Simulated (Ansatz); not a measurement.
CaIrN2 in Ansatz: the effect of functional

Crystal: CaIrN2.

```
Ir Ca N
1.0
     1.64885    0.95196    5.00940
    -1.64885    0.95196    5.00940
     0.00000   -1.90393    5.00940
Ir Ca N
1 1 2
Direct
  0.50000 0.50000 0.50000
  0.00000 0.00000 0.00000
  0.23088 0.23088 0.23088
  0.76912 0.76912 0.76912
```

The cell comes from a database or a generator and needn't be the stable form of this composition.

Alike in all runs:

| Item | Value |
| --- | --- |
| Program | Ansatz 0.2.0 |
| Task | projected density of states |
| Potentials or basis | Ansatz PAW |
| k mesh | 5 × 5 × 5 |
| Occupations | fermi-dirac, width 0.05 eV |
| Spin | no spin polarisation |

| functional | cutoff | pressure (GPa) | largest force (eV/Å) |
| --- | --- | --- | --- |
| LDA | 420 eV (not typed: the program's choice for these potentials) | ? | ? |
| PBE | 420 eV (not typed: the program's choice for these potentials) | -1.7 | 0.11 |
| PBEsol | 420 eV (not typed: the program's choice for these potentials) | -9.2 | 0.34 |
| RPBE | 420 eV (not typed: the program's choice for these potentials) | 2.6 | 0.05 |
| revPBE | 420 eV (not typed: the program's choice for these potentials) | 1.5 | 0.07 |
| BLYP | 420 eV (not typed: the program's choice for these potentials) | 7.0 | 0.29 |
| r2SCAN | 500 eV (not typed: the program's choice for these potentials) | -5.4 | 0.09 |
| HSE06 | 420 eV (not typed: the program's choice for these potentials) | -9.0 | 0.38 |
| PBE0 | 420 eV (not typed: the program's choice for these potentials) | -9.2 | 0.38 |
| r2SCAN0 | 500 eV (not typed: the program's choice for these potentials) | -10.9 | 0.34 |

Q: What does the run with functional LDA give?

A: Pressure -14.6 GPa; largest force 0.44 eV/Å.

Caveats: all runs use coarse meshes; the density of states is complete only up to the lowest level of the last band computed; the PAW data sets come from PBE, with cores solved anew for the run's functional, which leaves a small shift of forces and pressure (some runs); the thresholds are loose for stress (some runs).
